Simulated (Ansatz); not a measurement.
# C2HF2Si radical: basis-set convergence

How large a basis does C2HF2Si radical need? Two functionals are run in growing sets.

Program: Ansatz 0.2.0, Gaussian basis. Level of theory: one geometry, several basis sets. These are calculated values, not measurements.

Levels to be run: PBE0-D4/def2-SVP; ωB97M-V/def2-SVP; PBE0-D4/def2-QZVPP; ωB97M-V/def2-QZVPP; the functionals' def2-TZVPP values are taken from earlier runs.

### Step 1. The geometry

All runs share one geometry, relaxed beforehand with PBE0-D4 in a triple-zeta def2 set.

SMILES `C#C[Si](F)F`, 6 atoms, charge 0, spin multiplicity 2.

Atoms are counted from 1 here; the program's logs count them from 0.

Bond lengths: C1–C2 1.207 Å, C1–H6 1.067 Å, C2–Si3 1.809 Å, Si3–F4 1.588 Å, Si3–F5 1.588 Å. Angles: C2–C1–H6 178.8°, C1–C2–Si3 171.4°, C2–Si3–F4 109.5°, C2–Si3–F5 109.5°, F4–Si3–F5 107.2°.

### Step 2. PBE0-D4 in def2-SVP

File in.yaml:

```yaml
crystal:
  periodic: [false, false, false]
  atoms:
    - {symbol: C, position_ang: [-0.085898, 0.313442, 1.696404]}
    - {symbol: C, position_ang: [-0.084922, 0.112394, 0.506336]}
    - {symbol: Si, position_ang: [-0.336347, -0.088597, -1.273296]}
    - {symbol: F, position_ang: [-0.155976, -1.617160, -1.664255]}
    - {symbol: F, position_ang: [0.771508, 0.732672, -2.060734]}
    - {symbol: H, position_ang: [-0.066364, 0.483250, 2.749346]}
basis:
  gaussian: {orbitals: def2-SVP}
magnetization: {spin_polarized: true, initial_magnetization: 1}
hamiltonian: {xc: pbe0, dispersion: d4}
output: {orbitals: {seedname: orbitals}}
```

The run is started by

```
$ ansatz run in.yaml --threads 4 --pin off --events-out ev --progress --plain --max-ram 10444MiB
```

After this run come: ωB97M-V in def2-SVP; PBE0-D4 in def2-QZVPP; ωB97M-V in def2-QZVPP.

Q: Predict the results of all the runs planned. Wanted: PBE0-D4: double and triple zeta above quadruple; ωB97M-V: double and triple zeta above quadruple.

**Answer**, as computed:

```
                                       quantity           value
PBE0-D4: double and triple zeta above quadruple  13.07, 0.70 eV
ωB97M-V: double and triple zeta above quadruple  13.21, 0.65 eV
```

**Reading.** For PBE0-D4 the step from double to triple zeta gains 12.37 eV and the next only 0.70 eV. These are total energies; as a rule much of such shifts cancels in differences, which this series doesn't test.
